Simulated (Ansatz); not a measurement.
This script drives Ansatz 0.2.0, Python API.

Script `paw_lapw_li3zn.py`:
```python
import ansatz as az
import numpy as np


def count_gap(report):
    # lowest empty less highest filled band, counting bands; zero where they overlap
    return max(report.get('gap_by_band_count_ev') or 0.0, 0.0)

lattice = az.Lattice.of(
    (-2.141821, 2.141821, 3.481817),
    (2.141821, -2.141821, 3.481817),
    (2.141821, 2.141821, -3.481817),
)
sites = [
    ('Li', (0.75, 0.25, 0.5)),
    ('Li', (0.25, 0.75, 0.5)),
    ('Li', (0.5, 0.5, 0.0)),
    ('Zn', (0.0, 0.0, 0.0)),
]
xtal = az.Crystal(lattice=lattice)
for symbol, position in sites:
    xtal = xtal.atom(symbol, position)

calc = (
    xtal.calculation()
    .occupations('cold', width=0.1)
    .kpoints(8)
    .functional('lda')
    .scf(tolerance=1e-09)
    .stress()
    .forces()
    .band_table()
)
variants = {
    'PAW': calc.pseudopotentials('paw'),
    'LAPW': calc.pseudopotentials('all_electron', lapw=True),
}
rows = []
for label, variant in variants.items():
    r = variant.run().report
    levels = np.array(r['eigenvalues_ev'][0]) - r['fermi_energy_ev']
    print(label, 'levels at the first k-point near E_F:', np.round(levels[np.abs(levels) < 5], 3))
    rows.append((label, r['n_electrons'], np.trace(r['stress_gpa']) / 3, float(np.abs(r['forces_ev_ang']).max()), count_gap(r)))
for row in rows:
    print('; '.join(f'{name} = {round(v, 4) if isinstance(v, float) else v}' for name, v in zip(['treatment', 'electrons in bands', 'P GPa', 'max force component eV/A', 'gap by band count eV'], row)))
```

It is started by `python paw_lapw_li3zn.py`. How long does it take on 1 thread of Arm Neoverse N1 (shared host), and how much memory does it need?

It took about 32 s, with a peak of 0.52 GiB, for 2 runs of the engine.

Output of `python paw_lapw_li3zn.py`:
```text
DeckWarning: basis.ecutwfc = 420 eV, auto-derived from the records' recommended cutoffs: set by Li (normal level)
DeckWarning: output.stress: scf.convergence.dr2_threshold = 1e-9 eV is looser than the 4e-10 eV advised for a printed stress (1e-10 eV for each atom of the cell: 4). What an SCF threshold leaves in a stress goes as its square root, and in the free energy as [...]
PAW levels at the first k-point near E_F: [3.091 3.091 3.31  4.032 4.032 4.273]
LAPW levels at the first k-point near E_F: [3.091 3.091 3.309 4.033 4.033 4.275]
treatment = PAW; electrons in bands = 21.0; P GPa = -1.7759; max force component eV/A = 0.0; gap by band count eV = 0.0
treatment = LAPW; electrons in bands = 29.0; P GPa = -1.7686; max force component eV/A = 0.0; gap by band count eV = 0.0
```
(Warnings from the package without file and line, shortened.)

PAW gives -1.776 GPa and LAPW -1.769 GPa, 0.007 GPa apart. They took 5.9 and 25.2 s of processor time.

The computed bands are complete only to about 4.3 eV above the Fermi level. For a metal this k-point mesh is coarse: on a finer one energies can move by several to tens of meV an atom and pressures by half a GPa or more, differences at one mesh by less. A gap by band count of zero or less means overlapping bands, a metal, and at an odd count of electrons it is no gap at all. The structure comes from a database of computed cells and needn't be a stable or known phase. Levels are Kohn-Sham eigenvalues on this mesh. Pressure is positive in compression; the treatments may keep other shells as core, so totals and counts of electrons can differ.
